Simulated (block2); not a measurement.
# BBrF (SMILES F[B]Br) at DMRG/ANO-RCC-MB

Aim: the energy change on altering one bond length of BBrF at DMRG/ANO-RCC-MB, from 2 runs. 

Program for the calculation: block2 0.5.4.

2 further runs of the same task are left out: 2 set aside as unsound or not needed. Runs told in other sessions of the task aren't counted.

**1. The structure to begin with**

The species is BBrF (3 atoms), meant as a doublet with charge 0. As SMILES, `F[B]Br`. The coordinates come from a GFN2-xTB relaxation.

Bond lengths: F1–B2 1.311 Å, B2–Br3 1.878 Å. Angles: F1–B2–Br3 118.2°.

**2. The energy at DMRG/ANO-RCC-MB**

prepare.py reads:

```python
from pyscf import ao2mo, cc, dft, gto, mcscf, mp, scf
from pyscf.tools import fcidump

mol = gto.M(atom="""
F     -0.356430     1.241010    -0.068240
B      0.434870     0.251810     0.268200
Br    -0.078440    -1.492820    -0.199960
""", basis="ano-rcc-mb", charge=0, spin=1, verbose=3)
print("nao                      = %d" % (mol.nao))
mf = scf.ROHF(mol)
mf.conv_tol = 1e-10
mf.max_cycle = 200
mf.kernel()
if not mf.converged:
    mf = mf.newton().run(mf.mo_coeff, mf.mo_occ)
print("E(HF)                    = %.10f" % (mf.e_tot))
# MP2, CCSD and CCSD(T) with the same frozen core
ref = scf.UHF(mol).run(mf.make_rdm1(), conv_tol=1e-10)
pt = mp.MP2(ref, frozen=11).run()
mycc = cc.CCSD(ref, frozen=11)
mycc.max_cycle = 150
mycc.kernel()
print(f"E(MP2)                   = {pt.e_tot:.10f}")
if mycc.converged:
    print(f"E(CCSD)                  = {mycc.e_tot:.10f}")
    print("CCSD(T) total energy     = %.10f" % (mycc.e_tot + mycc.ccsd_t()))
# a few density functionals on the same geometry and basis
ks = dft.UKS(mol, xc="wb97x").set(conv_tol=1e-9, verbose=3).run(mf.make_rdm1())
if ks.converged:
    print(f"E(wB97X)                 = {ks.e_tot:.8f}")
ks = dft.UKS(mol, xc="tpss").set(conv_tol=1e-9, verbose=3).run(mf.make_rdm1())
if ks.converged:
    print("E(TPSS)                  = %.8f" % (ks.e_tot))
ks = dft.UKS(mol, xc="revpbe").set(conv_tol=1e-9, verbose=3).run(mf.make_rdm1())
if ks.converged:
    print(f"E(revPBE)                = {ks.e_tot:.8f}")
ks = dft.UKS(mol, xc="m062x").set(conv_tol=1e-9, verbose=3).run(mf.make_rdm1())
if ks.converged:
    print("E(M06-2X)                = %.8f" % (ks.e_tot))
# rotate to MP2 natural orbitals
occ_no, mo = mcscf.addons.make_natural_orbitals(mp.MP2(mf.to_uhf(), frozen=11).run())
mf.mo_coeff = mo
# FCIDUMP for the DMRG program
cas = mcscf.CASCI(mf, 17, 27)
h1, ecore = cas.get_h1eff()
fcidump.from_integrals("FCIDUMP", h1, cas.get_h2eff(), 17, 27, nuc=ecore, ms=1)
# FCI check
ci = mcscf.CASCI(mf, 17, (14, 13))
ci.fix_spin_(ss=0.75)
ci.fcisolver.conv_tol = 1e-10
ci.fcisolver.max_cycle = 200
ci.kernel()
print(f"E(FCI)                   = {ci.e_tot:.10f}")
```

dmrg.conf reads:

```
sym c1
orbitals FCIDUMP
nelec 27
spin 1
irrep 1
occ 2 2 2 2 2 2 2 2 2 2 2 2 2 1 0 0 0
cbias 0.3
schedule
0 300 1E-09 1E-04
4 600 1E-09 1E-05
8 600 1E-10 0.0
end
maxiter 14
sweep_tol 1E-06
fiedler
mem 2g
num_thrds 1
prefix ./tmp
outputlevel 1
onepdm
```

Started as:

```
$ python prepare.py && block2main dmrg.conf
```

What it wrote:

```text
$ python prepare.py
nao                      = 28
converged SCF energy = -2674.45806689914
E(HF)                    = -2674.4580668991
converged SCF energy = -2674.45870385619  <S^2> = 0.75320307  2S+1 = 2.0032005
E(UMP2) = -2674.50849384741  E_corr = -0.0497899912193282
E(SCS-UMP2) = -2674.50829700729  E_corr = -0.0495931511010556
E(UCCSD) = -2674.518692988194  E_corr = -0.05998913200459565
E(MP2)                   = -2674.5084938474
E(CCSD)                  = -2674.5186929882
UCCSD(T) correction = -0.0043605207232578
CCSD(T) total energy     = -2674.5230535089
converged SCF energy = -2676.89059545276  <S^2> = 0.7520242  2S+1 = 2.0020232
E(wB97X)                 = -2676.89059545
converged SCF energy = -2676.78971624784  <S^2> = 0.75247608  2S+1 = 2.0024745
E(TPSS)                  = -2676.78971625
converged SCF energy = -2676.65170638992  <S^2> = 0.75237994  2S+1 = 2.0023785
E(revPBE)                = -2676.65170639
converged SCF energy = -2676.94040217962  <S^2> = 0.752931  2S+1 = 2.0029289
E(M06-2X)                = -2676.94040218
E(UMP2) = -2674.50763985976  E_corr = -0.0495729606196388
E(SCS-UMP2) = -2674.50741810476  E_corr = -0.0493512056233876
CASCI E = -2674.52349348481  E(CI) = -227.141073937600  S^2 = 0.7500000
E(FCI)                   = -2674.5234934848

$ block2main dmrg.conf

[... 32 lines left out ...]
integral sym error =            0
[... 42 lines left out ...]
Final canonical form =  LLLLLLLLLLLLLLLLC 15
DMRG Energy = -2674.523493485051858
[... 22 lines left out ...]
Expectation | Direction = backward | BRA bond dimension =  600 | KET bond dimension =  600
Time elapsed =      4.279
NPDM Sorting | Nsites =    17 | Nmaxops =  2 | DotSite = 2 | SymbolFree = T | Compressed = T | LowMem = F | Mem = 2.26 KB
Ttotal =      0.000

DMRG OCC =   2.000 2.000 2.000 2.000 2.000 1.999 1.999 1.995 1.990 1.983 1.981 1.977 1.975 1.004 0.046 0.029 0.021
```

It took 13 min on 1 thread of Arm Neoverse V1, shared host; peak memory 1.2 GiB.

**3. The distorted shape: the energy at DMRG/ANO-RCC-MB**

make_fcidump.py reads:

```python
from pyscf import ao2mo, cc, dft, gto, mcscf, mp, scf
from pyscf.tools import fcidump

geom = """
F
B 1 1.310673
Br 2 4.1313 1 118.17416
"""
mol = gto.M(
    atom=geom,
    basis="ano-rcc-mb",
    charge=0,
    spin=1,
    verbose=3,
    max_memory=2000,
)
print("nao                      = %d" % (mol.nao))
mf = scf.ROHF(mol)
mf.conv_tol = 1e-10
mf.max_cycle = 200
mf.kernel()
if not mf.converged:
    mf = mf.newton().run(mf.mo_coeff, mf.mo_occ)
print("reference energy         = %.10f" % (mf.e_tot))
# single-reference ladder for comparison
ref = scf.UHF(mol).run(mf.make_rdm1(), conv_tol=1e-10)
pt = mp.MP2(ref, frozen=11).run()
mycc = cc.CCSD(ref, frozen=11)
mycc.max_cycle = 150
mycc.kernel()
print(f"E(MP2)                   = {pt.e_tot:.10f}")
if mycc.converged:
    print(f"E(CCSD)                  = {mycc.e_tot:.10f}")
    print("E(CCSD(T))               = %.10f" % (mycc.e_tot + mycc.ccsd_t()))
# a few density functionals on the same geometry and basis
ks = dft.UKS(mol, xc="wb97x").set(conv_tol=1e-9, verbose=3).run(mf.make_rdm1())
if ks.converged:
    print(f"E(wB97X)                 = {ks.e_tot:.8f}")
ks = dft.UKS(mol, xc="tpss").set(conv_tol=1e-9, verbose=3).run(mf.make_rdm1())
if ks.converged:
    print("E(TPSS)                  = %.8f" % (ks.e_tot))
ks = dft.UKS(mol, xc="revpbe").set(conv_tol=1e-9, verbose=3).run(mf.make_rdm1())
if ks.converged:
    print("E(revPBE)                = %.8f" % (ks.e_tot))
ks = dft.UKS(mol, xc="m062x").set(conv_tol=1e-9, verbose=3).run(mf.make_rdm1())
if ks.converged:
    print("E(M06-2X)                = %.8f" % (ks.e_tot))
# natural orbitals of MP2 give a compact matrix product state
occ_no, mo = mcscf.addons.make_natural_orbitals(mp.MP2(mf.to_uhf(), frozen=11).run())
mf.mo_coeff = mo
# FCIDUMP for the DMRG program
cas = mcscf.CASCI(mf, 17, 27)
h1, ecore = cas.get_h1eff()
fcidump.from_integrals("FCIDUMP", h1, cas.get_h2eff(), 17, 27, nuc=ecore, ms=1)
# exact diagonalisation in the same space
ci = mcscf.CASCI(mf, 17, (14, 13))
ci.fix_spin_(ss=0.75)
ci.fcisolver.conv_tol = 1e-10
ci.fcisolver.max_cycle = 200
ci.kernel()
print(f"FCI energy               = {ci.e_tot:.10f}")
```

input.conf reads:

```
sym c1
orbitals FCIDUMP
nelec 27
spin 1
irrep 1
occ 2 2 2 2 2 2 2 2 2 2 2 2 2 1 0 0 0
cbias 0.2
schedule
0 225 1E-08 1E-04
4 300 1E-08 1E-05
7 300 1E-09 0.0
end
maxiter 13
sweep_tol 1E-07
fiedler
mem 2g
num_thrds 1
prefix ./tmp
outputlevel 1
```

Started as:

```
$ python make_fcidump.py && block2main input.conf
```

What it wrote:

```text
$ python make_fcidump.py
nao                      = 28
converged SCF energy = -2674.43839584651
reference energy         = -2674.4383958465
converged SCF energy = -2674.43839865911  <S^2> = 0.75042465  2S+1 = 2.0004246
E(UMP2) = -2674.48844501291  E_corr = -0.0500463537970188
E(SCS-UMP2) = -2674.48945638682  E_corr = -0.05105772770807
E(UCCSD) = -2674.503910965291  E_corr = -0.06551230618243738
E(MP2)                   = -2674.4884450129
E(CCSD)                  = -2674.5039109653
UCCSD(T) correction = -0.00486853093681507
E(CCSD(T))               = -2674.5087794962
converged SCF energy = -2676.84759789551  <S^2> = 0.75006774  2S+1 = 2.0000677
E(wB97X)                 = -2676.84759790
converged SCF energy = -2676.73788246396  <S^2> = 0.75069098  2S+1 = 2.0006909
E(TPSS)                  = -2676.73788246
converged SCF energy = -2676.60307178893  <S^2> = 0.75060319  2S+1 = 2.0006031
E(revPBE)                = -2676.60307179
converged SCF energy = -2676.89424781595  <S^2> = 0.75007818  2S+1 = 2.0000782
E(M06-2X)                = -2676.89424782
E(UMP2) = -2674.48844489039  E_corr = -0.0500490438852724
E(SCS-UMP2) = -2674.48945719551  E_corr = -0.051061349002443
CASCI E = -2674.51046347185  E(CI) = -209.267265172836  S^2 = 0.7500000
FCI energy               = -2674.5104634718

$ block2main input.conf

[... 31 lines left out ...]
integral sym error =            0
[... 15 lines left out ...]
Sweep =    0 | Direction =  forward | Bond dimension =  225 | Noise =  1.00e-04 | Dav threshold =  1.00e-08
Time elapsed =     81.550 | E =   -2674.5089663888 | DW = 2.38797e-10

Sweep =    1 | Direction = backward | Bond dimension =  225 | Noise =  1.00e-04 | Dav threshold =  1.00e-08
Time elapsed =    105.112 | E =   -2674.5104634536 | DE = -1.50e-03 | DW = 2.05677e-08

Sweep =    2 | Direction =  forward | Bond dimension =  225 | Noise =  1.00e-04 | Dav threshold =  1.00e-08
Time elapsed =    110.698 | E =   -2674.5104634531 | DE = 4.57e-10 | DW = 2.72707e-10

Sweep =    3 | Direction = backward | Bond dimension =  225 | Noise =  1.00e-04 | Dav threshold =  1.00e-08
Time elapsed =    116.150 | E =   -2674.5104634526 | DE = 5.55e-10 | DW = 2.10628e-08

Sweep =    4 | Direction =  forward | Bond dimension =  300 | Noise =  1.00e-05 | Dav threshold =  1.00e-08
Time elapsed =    123.165 | E =   -2674.5104634532 | DE = -6.22e-10 | DW = 7.86258e-12

Sweep =    5 | Direction = backward | Bond dimension =  300 | Noise =  1.00e-05 | Dav threshold =  1.00e-08
Time elapsed =    129.651 | E =   -2674.5104634532 | DE = -4.83e-13 | DW = 4.69504e-10

Sweep =    6 | Direction =  forward | Bond dimension =  300 | Noise =  1.00e-05 | Dav threshold =  1.00e-08
Time elapsed =    136.550 | E =   -2674.5104634544 | DE = -1.16e-09 | DW = 5.12417e-12

Sweep =    7 | Direction = backward | Bond dimension =  300 | Noise =  0.00e+00 | Dav threshold =  1.00e-09
Time elapsed =    140.670 | E =   -2674.5104634714 | DE = -1.71e-08 | DW = 2.10313e-13

Final canonical form =  CRRRRRRRRRRRRRRRR 0
DMRG Energy = -2674.510463471438470
```

Run time: 10 min. Hardware: 1 thread of Arm Neoverse V1, shared host; peak memory 0.49 GiB.

**4. Results**

At DMRG/ANO-RCC-MB, 11 core orbitals frozen:

| quantity | value |
| --- | --- |
| run 1, DMRG/ANO-RCC-MB: total energy | -2674.52349 Eh |
| distorted shape: total energy | -2674.51046 Eh |
| energy change with the B2–Br3 bond stretched from 1.878 to 4.131 Å | 0.355 eV |

What this shows: With the B2–Br3 bond stretched from 1.878 to 4.131 Å the energy rises by 0.35 eV (8.2 kcal/mol). The first shape isn't relaxed at this level, so the change isn't measured from a minimum. The minimal basis adds a large error of its own. The basis (run 1, DMRG/ANO-RCC-MB) was made for a relativistic Hamiltonian, but the run is non-relativistic. The basis (distorted shape) was made for a relativistic Hamiltonian, but the run is non-relativistic.
